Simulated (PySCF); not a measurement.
# SrBr: bond curves at several levels of theory

What are the lowest state that PBE0 finds, the bond length, vibrational wavenumber and bond energy of SrBr, and how much do these hang on the method?

Program: PySCF 2.14.0. Level of theory: Sr x2c-TZVPPall, Br x2c-TZVPPall, spin-free X2C with a Gaussian nucleus. These are calculated values, not measurements.

### 1 Input

A driver script around PySCF takes these settings:

- atoms: Sr, Br
- charge: 0
- basis: Sr x2c-TZVPPall, Br x2c-TZVPPall
- Hamiltonian: spin-free X2C with a Gaussian nucleus
- basis functions: 127
- electrons treated: 73
- masses in u: 87.9056, 78.9183
- levels: PBE0, PBE, r²SCAN, BHandHLYP, MN15, LDA, B97-3, LC-ωPBE, HF, MP2, SCS-MP2
- grid: 80 radial by 434 angular points
- occupations: held fixed by the projection of orbital angular momentum
- dissociation limit: Sr + Br, each in its ground configuration
- starting distance in angstrom: 2.825
- values of 2S to try: 1, 3

Started as:

```
$ OMP_NUM_THREADS=2 python dia.py task.json out
```

Further steps of the session: The PBE0 curve of the state that the search chose; Higher solutions at PBE0; PBE (GGA); r²SCAN (meta-GGA); BHandHLYP (global hybrid GGA); MN15; LDA (local density); B97-3 (global hybrid GGA); LC-ωPBE (range-separated hybrid); UHF (mean field).

**Question.** What will these runs give? Wanted: for each run, Re; ωe; De; μ.

As calculated:

Lowest PBE0 solution found, without spin–orbit coupling: ²Σ⁺ (doublet), unpaired electrons σ ↑. State 2 has its PBE0 minimum 1.57 eV higher. State 3 has its PBE0 minimum 5.37 eV higher. The other levels ran on the lowest alone.

| level | Re (Å) | ωe (cm⁻¹) | De (eV) | μ (D) |
| --- | --- | --- | --- | --- |
| UHF | 2.811 | 205.2 | 3.34 | -4.81 |
| UHF-MP2 | 2.733 | 215.4 | 3.82 | n/a |
| UHF-SCS-MP2 | 2.749 | 212.5 | 3.64 | n/a |
| LDA | 2.677 | 225.0 | 4.26 | -4.71 |
| PBE | 2.728 | 212.4 | 3.87 | -4.65 |
| r²SCAN | 2.733 | 215.4 | 4.19 | -4.83 |
| PBE0 | 2.727 | 215.7 | 3.89 | -4.70 |
| B97-3 | 2.748 | 210.7 | 3.59 | -4.72 |
| MN15 | 2.730 | 212.2 | 3.38 | -5.38 |
| BHandHLYP | 2.756 | 212.0 | 3.64 | -5.18 |
| LC-ωPBE | 2.738 | 216.2 | 4.00 | -4.40 |

De is counted to Sr + Br in their ground configurations. A positive dipole means Sr(−)Br(+).

In words: The methods spread over 0.134 Å in bond length, from LDA to UHF. Of the levels with a De here, UHF gives the least (3.34 eV) and LDA the most (4.26 eV).

Correlated steps freeze 18 core orbitals. Spin–orbit coupling is left out.
